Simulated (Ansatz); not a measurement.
# CoHCl2 (triplet): wave-function methods side by side, def2-SVP

One table from this session's results is given with a row withheld; the runs are named, their logs left out.

Program: Ansatz 0.2.0, Gaussian basis. Level of theory: def2-SVP, core rule «outside noble gas», up to 19 orbitals frozen. These are calculated values, not measurements.

The runs, in order: UHF; CCSD(T) on ROHF; CCSD(T) on UHF; CISD as a restricted active space (open shells left free, so some higher excitations enter); CCSDT(Q) on ROHF; CCSDT(Q) on UHF.

9 further runs of the same task are left out: 2 for a known fault of the program, 2 that didn't finish, 5 set aside as unsound or not needed. Runs told in other sessions of the task aren't counted.

## The geometry

The geometry is a PBE0/def2-TZVP stationary point (not a proven minimum) of the parent state, kept for this charge and spin.

4 atoms, charge 0, spin multiplicity 3.

Atoms are counted from 1 here; the program's logs count them from 0.

Bond lengths: Co1–Cl2 2.096 Å, Co1–Cl3 2.096 Å, Co1–H4 1.626 Å. Angles: Cl2–Co1–Cl3 128.9°, Cl2–Co1–H4 115.6°, Cl3–Co1–H4 115.6°.

The first run:

The input, in.yaml:

```yaml
crystal:
  periodic: [false, false, false]
  atoms:
    - {symbol: Co, position_ang: [0.000000, -0.477587, 0.000000]}
    - {symbol: Cl, position_ang: [0.000000, 0.426851, -1.890817]}
    - {symbol: Cl, position_ang: [0.000000, 0.426851, 1.890817]}
    - {symbol: H, position_ang: [0.000000, -2.103857, 0.000000]}
basis:
  gaussian: {orbitals: def2-SVP}
magnetization: {spin_polarized: true, initial_magnetization: 2}
hamiltonian: {xc: hf}
output: {orbitals: {seedname: orbitals}}
```

The run is started by

```bash
$ ansatz run in.yaml --threads 1 --pin off --events-out ev --progress --plain --max-ram 4096MiB --backend cpu
```

Steps of the session up to this table: UHF; CCSD(T) on ROHF; CCSD(T) on UHF; CISD as a restricted active space (open shells left free, so some higher excitations enter); CCSDT(Q) on ROHF; CCSDT(Q) on UHF.

One of the session's tables, all rows but one given; the rest of the session is left out.

| method | from RCCSDT(Q) (kJ/mol) |
| --- | --- |
| RMP2 | +178.3 |
| UMP2 | +188.4 |
| CISD | +313.3 |
| RCCSD | +70.0 |
| UCCSD | +56.7 |
| RCCSD(T) | ? |
| UCCSD(T) | +11.8 |
| RCCSDT | +8.3 |
| UCCSDT | +0.6 |
| RCCSDT(Q) | 0 |
| UCCSDT(Q) | -7.5 |

**Question.** Estimate the row for RCCSD(T).

The run gave: from RCCSDT(Q) (kJ/mol): +12.9. In the column «from RCCSDT(Q) (kJ/mol)» it lies between UCCSD(T) (+11.8) and UCCSD (+56.7).

Left out of the table: ROHF, UHF (another determinant or state than the rows shown).

Caveats from the session: The determinant of HF (⟨S²⟩ 2.86) is far from a pure spin state, so its energy mixes those of several spin states; that is harmless only where they are near-degenerate. The determinant of CCSD(T) (⟨S²⟩ 2.85) is far from a pure spin state, so its energy mixes those of several spin states; high orders of coupled cluster remove much of that, low ones don't. The determinant of CCSDT(Q) (⟨S²⟩ 2.85) is far from a pure spin state, so its energy mixes those of several spin states; high orders of coupled cluster remove much of that, low ones don't. Warnings: spin contamination; coupled cluster took another determinant than the lowest; large T1 diagnostic. Restricted and unrestricted rows rest on different reference determinants; a gap between their highest levels can come from leftover correlation error, from unlike frozen cores or from another state.
